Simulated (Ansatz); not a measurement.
**C3H6AlCl: one species, many methods**

The task here is to estimate one member of a computed series from the others.

Program: Ansatz 0.2.0, Gaussian basis. Level of theory: functionals in def2-TZVPP, the program's frozen cores in correlated methods. These are calculated values, not measurements.

Plan: PBE-D4, r2SCAN-D4, PBE0-D4, B3LYP-D4, ωB97X-V, ωB97M-V, B2PLYP; CCSD(T)/def2-TZVPP; MP2/def2-QZVPP; extrapolation to the limit.

## The geometry

All runs share one geometry, relaxed beforehand with PBE0-D4 in a triple-zeta def2 set.

SMILES `C=[C](Cl)[AlH][CH3]`, 11 atoms, charge 0, spin multiplicity 1.

Atoms are counted from 1 here; the program's logs count them from 0.

Bond lengths: C1–C2 1.331 Å, C1–H6 1.086 Å, C1–H7 1.086 Å, C2–Cl3 1.750 Å, C2–Al4 1.958 Å, Al4–C5 1.949 Å, Al4–H8 1.584 Å, C5–H9 1.092 Å, C5–H10 1.095 Å, C5–H11 1.095 Å. Angles: C2–C1–H6 119.4°, C2–C1–H7 123.4°, H6–C1–H7 117.2°, C1–C2–Cl3 118.5°, C1–C2–Al4 123.5°, Cl3–C2–Al4 118.1°, C2–Al4–C5 117.1°, C2–Al4–H8 118.8°, C5–Al4–H8 124.2°, Al4–C5–H9 112.3°, Al4–C5–H10 111.2°, Al4–C5–H11 111.1°, H9–C5–H10 107.7°, H9–C5–H11 107.6°, H10–C5–H11 106.6°.

The first run:

in.yaml

```yaml
crystal:
  periodic: [false, false, false]
  atoms:
    - {symbol: C, position_ang: [1.329674, 0.916714, 1.060520]}
    - {symbol: C, position_ang: [1.042915, -0.378809, 0.952602]}
    - {symbol: Cl, position_ang: [1.973300, -1.520908, 1.897888]}
    - {symbol: Al, position_ang: [-0.369262, -1.078676, -0.209862]}
    - {symbol: C, position_ang: [-1.388753, 0.219239, -1.246768]}
    - {symbol: H, position_ang: [0.761296, 1.637886, 0.480694]}
    - {symbol: H, position_ang: [2.113264, 1.304184, 1.705603]}
    - {symbol: H, position_ang: [-0.616167, -2.642269, -0.253133]}
    - {symbol: H, position_ang: [-2.143586, -0.254792, -1.878468]}
    - {symbol: H, position_ang: [-0.734293, 0.809854, -1.896387]}
    - {symbol: H, position_ang: [-1.903088, 0.930777, -0.592090]}
basis:
  gaussian: {orbitals: def2-TZVPP}
hamiltonian: {xc: pbe, dispersion: d4}
output: {forces: true, orbitals: {seedname: orbitals}}
```

The run is started by

```bash
ansatz run in.yaml --threads 4 --pin off --events-out ev --progress --plain --max-ram 10444MiB
```

Steps of the session up to this table: PBE-D4 (GGA); r2SCAN-D4 (meta-GGA); PBE0-D4 (hybrid); B3LYP-D4 (hybrid); ωB97X-V (range-separated); ωB97M-V (range-separated); B2PLYP (double hybrid); CCSD(T) in def2-TZVPP; MP2 in def2-QZVPP.

One table of the session follows, with a row left open; its other results are not shown here.

| method | atomisation energy (eV) |
| --- | --- |
| PBE-D4 | 42.122 |
| r2SCAN-D4 | 41.541 |
| PBE0-D4 | 41.520 |
| B3LYP-D4 | 41.272 |
| ωB97X-V | 41.364 |
| ωB97M-V | 41.460 |
| B2PLYP | 40.855 |
| HF/def2-TZVPP | ? |
| MP2/def2-TZVPP | 40.927 |
| CCSD/def2-TZVPP | 39.655 |
| CCSD(T)/def2-TZVPP | 40.292 |
| MP2/CBS | 41.943 |
| CCSD(T)/CBS | 41.308 |

**Question.** Estimate the row for HF/def2-TZVPP.

As computed: atomisation energy (eV): 30.757. In the column «atomisation energy (eV)» it is the lowest.

Caveats from the session: Free atoms (3 C, 1 Cl, 1 Al, 6 H) were run apart at each level; the atomisation energy is their sum less the molecule, without zero-point or spin-orbit terms.
